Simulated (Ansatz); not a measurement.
**C2H8AlNSi: basis-set convergence**

An exercise on one series of results from a longer session: the logs are not shown, and one member is left open.

Computed with Ansatz 0.2.0, Gaussian basis. Level: one geometry, several basis sets.

Levels to be run: PBE0-D4/def2-SVP; ωB97M-V/def2-SVP; PBE0-D4/def2-QZVPP; ωB97M-V/def2-QZVPP; the functionals' def2-TZVPP values are taken from earlier runs.

## The geometry

An earlier PBE0-D4 in a triple-zeta def2 set relaxation fixed the geometry.

13 atoms, charge 0, spin multiplicity 1.

Atoms are counted from 1 here; the program's logs count them from 0.

Bond lengths: Al1–C2 1.957 Å, Al1–N3 1.982 Å, Al1–H6 1.590 Å, Al1–H7 1.590 Å, C2–N3 1.506 Å, C2–H8 1.088 Å, C2–H9 1.089 Å, N3–C4 1.493 Å, N3–Si5 1.744 Å, C4–Si5 1.830 Å, C4–H10 1.089 Å, C4–H11 1.086 Å, Si5–H12 1.477 Å, Si5–H13 1.475 Å. Angles: C2–Al1–N3 44.9°, C2–Al1–H6 117.3°, C2–Al1–H7 120.0°, N3–Al1–H6 111.3°, N3–Al1–H7 111.1°, H6–Al1–H7 122.5°, Al1–C2–N3 68.4°, Al1–C2–H8 127.0°, Al1–C2–H9 118.3°, N3–C2–H8 112.2°, N3–C2–H9 109.6°, H8–C2–H9 111.1°, Al1–N3–C2 66.6°, Al1–N3–C4 136.9°, Al1–N3–Si5 140.5°, C2–N3–C4 123.5°, C2–N3–Si5 132.3°, C4–N3–Si5 68.3° and more.

Coordinates:

```csv
atom,x (Å),y (Å),z (Å)
Al1,-1.0433,1.3693,-0.9563
C2,-1.4022,0.0178,0.4123
N3,0.0402,-0.0008,-0.0197
C4,1.1855,-0.0166,0.9371
Si5,1.1464,-1.3055,-0.3615
H6,-0.6779,2.8344,-0.4580
H7,-1.2151,1.0079,-2.4954
H8,-1.8872,-0.9455,0.2695
H9,-1.4677,0.3397,1.4510
H10,0.9103,-0.3155,1.9472
H11,1.8223,0.8618,0.8983
H12,0.7027,-2.6633,0.0126
H13,1.9063,-1.2184,-1.6223
```

The first run:

The input, in.yaml:

```yaml
crystal:
  periodic: [false, false, false]
  atoms:
    - {symbol: Al, position_ang: [-1.043315, 1.369318, -0.956290]}
    - {symbol: C, position_ang: [-1.402152, 0.017845, 0.412259]}
    - {symbol: N, position_ang: [0.040161, -0.000816, -0.019739]}
    - {symbol: C, position_ang: [1.185539, -0.016643, 0.937073]}
    - {symbol: Si, position_ang: [1.146396, -1.305550, -0.361540]}
    - {symbol: H, position_ang: [-0.677866, 2.834429, -0.457983]}
    - {symbol: H, position_ang: [-1.215072, 1.007884, -2.495447]}
    - {symbol: H, position_ang: [-1.887180, -0.945535, 0.269522]}
    - {symbol: H, position_ang: [-1.467739, 0.339732, 1.451039]}
    - {symbol: H, position_ang: [0.910350, -0.315493, 1.947210]}
    - {symbol: H, position_ang: [1.822287, 0.861777, 0.898347]}
    - {symbol: H, position_ang: [0.702651, -2.663316, 0.012550]}
    - {symbol: H, position_ang: [1.906342, -1.218434, -1.622302]}
basis:
  gaussian: {orbitals: def2-SVP}
hamiltonian: {xc: pbe0, dispersion: d4}
output: {orbitals: {seedname: orbitals}}
```

Among the steps run: PBE0-D4 in def2-SVP; ωB97M-V in def2-SVP; PBE0-D4 in def2-QZVPP; ωB97M-V in def2-QZVPP.

One table of the session follows, with a row left open; its other results are not shown here.

It belongs to the step «Density functionals: the series». 

| functional | basis | HOMO (eV) |
| --- | --- | --- |
| PBE0-D4 | def2-SVP | -6.41 |
| PBE0-D4 | def2-TZVPP | ? |
| PBE0-D4 | def2-QZVPP | -6.44 |
| ωB97M-V | def2-SVP | -8.56 |
| ωB97M-V | def2-TZVPP | -8.61 |
| ωB97M-V | def2-QZVPP | -8.62 |

**Question.** Estimate the row for PBE0-D4, def2-TZVPP.

**Answer.** HOMO (eV): -6.43. In the column «HOMO (eV)» it lies between PBE0-D4, def2-QZVPP (-6.44) and PBE0-D4, def2-SVP (-6.41).
